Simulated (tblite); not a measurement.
# H25In8N9S11: the cost of one run

Computed with tblite 0.8.0 and PySCF 2.14.0 and routines of our own; the level stands in each step. Atoms count from 0.

### Step 1. The system as given

53 atoms, charge 0, multiplicity 1; geometry from: force field, distance geometry or constructed start.

### Step 2. Relaxing the molecule with GFN2-xTB

What the job is given:

```
{"job": {"kind": "relax", "xc": "GFN2-xTB", "basis": "xTB"}, "charge": 0, "multiplicity": 1}
In    -3.636900     2.091700     0.790400
In     3.397800     0.063100    -2.090100
In    -0.115200     0.058200     3.668200
In    -0.121100     0.064900    -2.089400
In     1.639300    -0.957300     0.795400
In     1.637000    -2.989700    -2.085800
In    -1.881000    -0.954400     0.788700
In    -0.117000     2.096200     0.793500
N     -3.639100     0.058400     0.072800
N     -1.883900     3.109300     0.074800
N      1.638200    -0.957300    -2.804100
N      3.398500     0.058500     0.073200
N      1.636900    -0.955400     2.953400
N     -1.878900    -0.956700     2.945700
N     -0.122600     2.098600     2.948600
N     -0.122300     0.061100     0.079500
N      1.640700    -2.987300     0.074100
H     -1.882200     4.087200     0.418900
H     -1.881700     3.111900    -0.964300
H      2.492200    -3.478500     0.422600
H      0.788800    -3.475600     0.421400
H     -4.491900    -0.428300     0.419700
H     -3.638400     0.065100    -0.960200
H      1.636100    -1.940900     3.293600
H      2.489900    -0.463200     3.296000
H      0.722600     2.582900     3.297600
H     -0.968900     2.586100     3.294400
H      4.249500    -0.429200     0.421100
H      3.401600     1.041400     0.417900
H     -1.880000    -1.936200     3.298500
H      1.643900    -0.955500    -3.843100
S      3.655100    -4.152200    -2.906300
H      2.886700    -5.084700    -3.630500
S     -0.118300     2.387900    -2.902800
H     -0.598700     1.998900    -4.173500
S     -0.376000    -4.151300    -2.909400
H     -0.241800    -3.590500    -4.193300
S     -1.880200    -3.282300    -0.033900
H     -3.174200    -3.520800     0.470300
S     -5.663400     3.261300    -0.030100
H     -6.094800     3.534900     1.281100
S     -0.114500     0.054900     6.140900
H     -1.515100     0.200000     6.185200
S     -2.134600    -1.104400    -2.908300
H     -2.005400    -0.539200    -4.186800
S     -3.643700     2.095100     3.258600
H     -4.920700     1.513900     3.313000
S      1.896000     3.260500    -0.029000
H      1.536700     4.453100     0.619000
S      5.419600    -1.103200    -2.904500
H      5.890600     0.050600    -3.540800
S      3.407600     2.390500    -2.906800
H      3.646400     1.975800    -4.229100
```

Started as:

```sh
$ OMP_NUM_THREADS=4 python large_run.py task.json out
```

One launch serves the whole session: the jobs run in the order shown.

Q: Estimate the wall time and peak memory of this first job on 4 threads of Arm Neoverse N1, shared host.

About 46 s, with a peak of 0.16 GiB.
